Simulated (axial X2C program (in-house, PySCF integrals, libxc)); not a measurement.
# CoSi⁺: properties at the nuclei

Wanted for CoSi⁺: properties at the nuclei, at the two-component level.

Program: an in-house X2C program for linear molecules on PySCF integrals. Level of theory: two-component X2C with atomic mean-field terms, Co dyall-cv3z, Si dyall-v3z. These are calculated values, not measurements.

## Step 1: Input

Input file task.json:

```json
{
 "zs": [
  27,
  14
 ],
 "q": 1,
 "bas": [
  "dyall-cv3z",
  "dyall-v3z"
 ],
 "r0": 2.27,
 "levels": [
  "PBE0",
  "HF",
  "r2SCAN",
  "PBE50",
  "PBE"
 ],
 "nst": 3
}
```

Keys: zs atomic numbers; q charge; bas basis sets; r0 starting distance in Å; levels methods (HF also brings MP2); nst determinants followed.

On the command line:

```
$ python soeom.py task.json out
```

Nuclei are Gaussian, cores are contracted, and the Gaunt term is on.

## Step 2: Expectation values, lowest determinant

R = 2.211 Å. State: Ω = 3 (excess of +ω over −ω: ω = 1/2, ω = 5/2).

Output of the PBE0 run:

```text
two-component X2C + atomic mean field  PBE0
basis functions 154  fitting functions 897  grid points 5081
iter        total energy     max residual
   1      -1681.388656151     1.81e+00
   2      -1682.308648283     4.03e-02
   3      -1682.175519427     1.80e-01
   4      -1682.310518417     2.18e-02
   5      -1682.317013071     8.23e-03
   6      -1682.317370067     8.92e-04
   7      -1682.317375720     1.72e-04
   8      -1682.317376433     1.13e-04
   9      -1682.317376757     6.05e-05
  10      -1682.317376835     1.12e-05
  11      -1682.317376843     1.24e-05
  12      -1682.317376846     3.93e-06
  13      -1682.317376846     9.41e-07
converged
one-electron -2501.48564384  Coulomb 809.45747325  exact exchange -19.65707378  xc functional -60.66946643  nuclear repulsion 90.46991666  atomic mean-field constant -0.43258270
```

The highest occupied spinor is 56% Si p, 34% Co s, 6% Si s.

```tsv
level	Eeff magnitude (GV/cm)	Ws magnitude Co (kHz)	A∥/gI Co (MHz)	qzz Co (a.u.)	A∥/gI Si (MHz)	qzz Si (a.u.)
PBE0	0.176	0.0105	595	0.11	4.62	-2.51
HF	0.968	0.139	936	0.74	-43.3	-1.24
r2SCAN	0.259	0.0198	692	0.06	12.7	-2.10
PBE50	0.234	0.0184	539	-0.05	-2.69	-2.86
PBE	0.347	0.0318	721	-0.26	19.8	-1.81
```

Eeff is the effective electric field on the electron dipole moment in this Ω state and Ws the scalar–pseudoscalar constant (defined with the proton number Z and per Ω); A∥ is the parallel hyperfine constant, which follows by multiplying with the nuclear g factor gI = μI/(I μN); qzz is the electric field gradient, eQq0 = 234.96 MHz × Q/barn × qzz. The operators were transformed with the bare-nucleus X2C matrices.

## Step 3: Expectation values, a higher determinant

R = 2.211 Å. State: Ω = 1 (excess of +ω over −ω: ω = -1/2, ω = 3/2), 0.12 eV above the lowest in the PBE0 search for states (made at or near this distance, with looser thresholds).

Output of the PBE0 run:

```text
two-component X2C + atomic mean field  PBE0
basis functions 154  fitting functions 897  grid points 5081
iter        total energy     max residual
   1      -1681.384401163     1.81e+00
   2      -1682.304326334     4.01e-02
   3      -1682.174562824     1.78e-01
   4      -1682.306160306     2.19e-02
   5      -1682.312595982     8.22e-03
   6      -1682.312949006     8.78e-04
   7      -1682.312954473     1.69e-04
   8      -1682.312955178     1.18e-04
   9      -1682.312955518     6.07e-05
  10      -1682.312955599     1.10e-05
  11      -1682.312955607     1.20e-05
  12      -1682.312955609     3.69e-06
  13      -1682.312955609     7.53e-07
converged
one-electron -2501.47527298  Coulomb 809.45085545  exact exchange -19.65691160  xc functional -60.66896044  nuclear repulsion 90.46991666  atomic mean-field constant -0.43258270
```

The highest occupied spinor is 56% Si p, 34% Co s, 6% Si s.

```tsv
level	Eeff magnitude (GV/cm)	Ws magnitude Co (kHz)	A∥/gI Co (MHz)	qzz Co (a.u.)	A∥/gI Si (MHz)	qzz Si (a.u.)
PBE0	0.178	0.033	326	0.07	-28.7	-2.52
HF	0.914	0.373	181	0.74	-275	-1.24
r2SCAN	0.257	0.0598	-3.5	0.03	-32.8	-2.11
PBE50	0.24	0.0592	529	-0.11	-22.2	-2.89
PBE	0.345	0.0958	-79.4	-0.30	-54.4	-1.81
```

## Step 4: Expectation values, a higher determinant

R = 2.211 Å. State: Ω = 4 (excess of +ω over −ω: ω = 3/2, ω = 5/2), 0.51 eV above the lowest in the PBE0 search for states (made at or near this distance, with looser thresholds).

Output of the PBE0 run:

```text
two-component X2C + atomic mean field  PBE0
basis functions 154  fitting functions 897  grid points 5081
iter        total energy     max residual
   1      -1681.340705686     1.81e+00
   2      -1682.287824537     4.09e-02
   3      -1682.208048048     1.47e-01
   4      -1682.293498483     1.29e-02
   5      -1682.296294248     6.20e-03
   6      -1682.296512178     5.31e-04
   7      -1682.296514233     5.58e-05
   8      -1682.296514379     1.30e-04
   9      -1682.296514638     5.15e-05
  10      -1682.296514755     3.41e-05
  11      -1682.296514772     1.01e-05
  12      -1682.296514773     6.05e-07
converged
one-electron -2500.74506841  Coulomb 808.71673136  exact exchange -19.66065188  xc functional -60.64485980  nuclear repulsion 90.46991666  atomic mean-field constant -0.43258270
```

The highest occupied spinor is 54% Si p, 28% Co s, 12% Co d.

```tsv
level	Eeff magnitude (GV/cm)	Ws magnitude Co (kHz)	A∥/gI Co (MHz)	qzz Co (a.u.)	A∥/gI Si (MHz)	qzz Si (a.u.)
PBE0	0.0541	0.000108	400	-0.82	27.5	-2.45
HF	0.804	0.0792	510	-0.57	71.6	-1.23
r2SCAN	0.0061	0.00416	432	-0.75	31.9	-2.20
PBE50	0.0262	0.00446	401	-0.66	44.8	-2.01
PBE	0.000388	0.00318	411	-0.65	24.1	-2.36
```

## Step 5: What came out

| quantity | value |
| --- | --- |
| lowest determinant | Ω = 3 (excess of +ω over −ω: ω = 1/2, ω = 5/2) |
| Eeff magnitude (GV/cm), PBE0 | 0.176 |
| Ws magnitude Co (kHz), PBE0 | 0.0105 |
| A∥/gI Co (MHz), PBE0 | 595 |
| qzz Co (a.u.), PBE0 | 0.11 |
| higher determinant | Ω = 1 (excess of +ω over −ω: ω = -1/2, ω = 3/2) |
| Eeff magnitude (GV/cm), PBE0, higher determinant | 0.178 |
| Ws magnitude Co (kHz), PBE0, higher determinant | 0.033 |
| A∥/gI Co (MHz), PBE0, higher determinant | 326 |
| qzz Co (a.u.), PBE0, higher determinant | 0.07 |
| higher determinant | Ω = 4 (excess of +ω over −ω: ω = 3/2, ω = 5/2) |
| Eeff magnitude (GV/cm), PBE0, higher determinant | 0.0541 |
| Ws magnitude Co (kHz), PBE0, higher determinant | 0.000108 |
| A∥/gI Co (MHz), PBE0, higher determinant | 400 |
| qzz Co (a.u.), PBE0, higher determinant | -0.82 |

In the first state, the effective field runs from 0.176 to 0.968 GV/cm over the mean-field levels, so the levels don't agree on it. The expectation values come from single determinants, which for open shells can mix terms of unlike spin or miss the lowest Ω, so a determinant need not be a state. Eeff is the effective electric field on the electron dipole moment in this Ω state and Ws the scalar–pseudoscalar constant (defined with the proton number Z and per Ω); A∥ is the parallel hyperfine constant, which follows by multiplying with the nuclear g factor gI = μI/(I μN); qzz is the electric field gradient, eQq0 = 234.96 MHz × Q/barn × qzz. The operators were transformed with the bare-nucleus X2C matrices.
